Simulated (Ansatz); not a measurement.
# Nickel, hcp under BLYP: structure, energy and stiffness

The plan for nickel in the hcp structure: relax it, solve it on a dense k-mesh, then scale the cell to 7 volumes from 88 to 112 % of the relaxed one and try a fit of the equation of state. The start is ferromagnetic. The k-meshes are 14×14×8 for the relaxation; 23×23×13 for the dense run; 16×16×9 for the volumes.

This is Ni in the hcp structure; at room conditions it is fcc.

Computed with Ansatz 0.2.0 (DFT BLYP, plane waves (420 eV) with PAW, scalar-relativistic; PAW files made under PBE, frozen cores solved again for the functional, unless a step says otherwise).

## 1. Starting point

Symmetry: P6_3/mmc, No. 194, hexagonal system. The conventional cell has a = 2.492 Å, b = 2.492 Å, c = 4.069 Å, α = 90.00°, β = 90.00°, γ = 120.00°. Ni (site symmetry -6m2) has 12 Ni at 2.49 Å as nearest neighbours.

As a file:

```
Ni
1.0
     2.49176    0.00000    0.00000
    -1.24588    2.15792    0.00000
     0.00000    0.00000    4.06904
Ni
2
Direct
  0.33333 0.66667 0.25000
  0.66667 0.33333 0.75000
```

The atoms start with moments of +0.8 ×2 μB.

## 2. Relaxation of the cell

input.yaml

```yaml
crystal:
  lattice:
    - [2.491755966, 0.0, 0.0]
    - [-1.245877983, 2.1579239666, 0.0]
    - [0.0, 0.0, 4.0690374925]
  atoms:
    - { symbol: Ni, position: [0.3333333333, 0.6666666667, 0.25], spin: 0.8 }
    - { symbol: Ni, position: [0.6666666667, 0.3333333333, 0.75], spin: 0.8 }
hamiltonian:
  xc: blyp
  pseudopotentials:
    kind: paw
    azcp:
      Ni: "pseudopotentials/Ni.paw.azcp"
basis:
  ecutwfc: 420
  fft_grid_basis: typed
kpoints:
  mp_grid: { grid: [14, 14, 8], shift: [0, 0, 0] }
magnetization:
  spin_polarized: true
scf:
  occupations: { method: fermi_dirac, width: 0.05 }
relax:
  max_steps: 60
  f_tol: 0.01
  cell: {}
```

Command:

```console
> ansatz run input.yaml --threads 2 --pin off --max-ram 5120MiB --backend cpu --events-out ev --progress --plain --runs-dir out
```

After this run come: The energy on a finer k-mesh; At 88 % of the relaxed volume; At 92 % of the relaxed volume; At 96 % of the relaxed volume; At 100 % of the relaxed volume; At 104 % of the relaxed volume; At 108 % of the relaxed volume; At 112 % of the relaxed volume.

Before running it: what results should come out? Wanted: space group; conventional cell; volume; shortest distance; gap on the mesh; magnetic state; relative to fcc, ferromagnetic; V₀, B₀, B₀′.

**Answer**, as computed:

| quantity | value |
| --- | --- |
| space group (spins left aside) | P6_3/mmc (No. 194) |
| conventional cell | a = 2.526 Å, c = 4.156 Å (c/a = 1.645) |
| volume | 11.485 Å³/atom |
| shortest distance | 2.526 Å |
| gap on the mesh | none (levels filled in part) |
| magnetic state | ferromagnetic, up to 0.66 μB per atom |
| relative to fcc, ferromagnetic | +28 meV/atom |
| V₀, B₀, B₀′ | 11.465 Å³/atom, 167 GPa, 5.1 |

**Reading.** From the guessed start the volume grew by 5.0 % in 8 steps. Against the reference form of nickel (fcc, ferromagnetic, computed apart with the same settings) it stands 28 meV/atom higher. The final state is ferromagnetic (largest moment 0.66 μB). Levels at the Fermi energy are filled in part, as in a metal. B₀ comes out at 167 GPa; letting shape and positions relax at each volume could only lower it. The symmetry was held, so the structure may be unstable against distortions that break it.
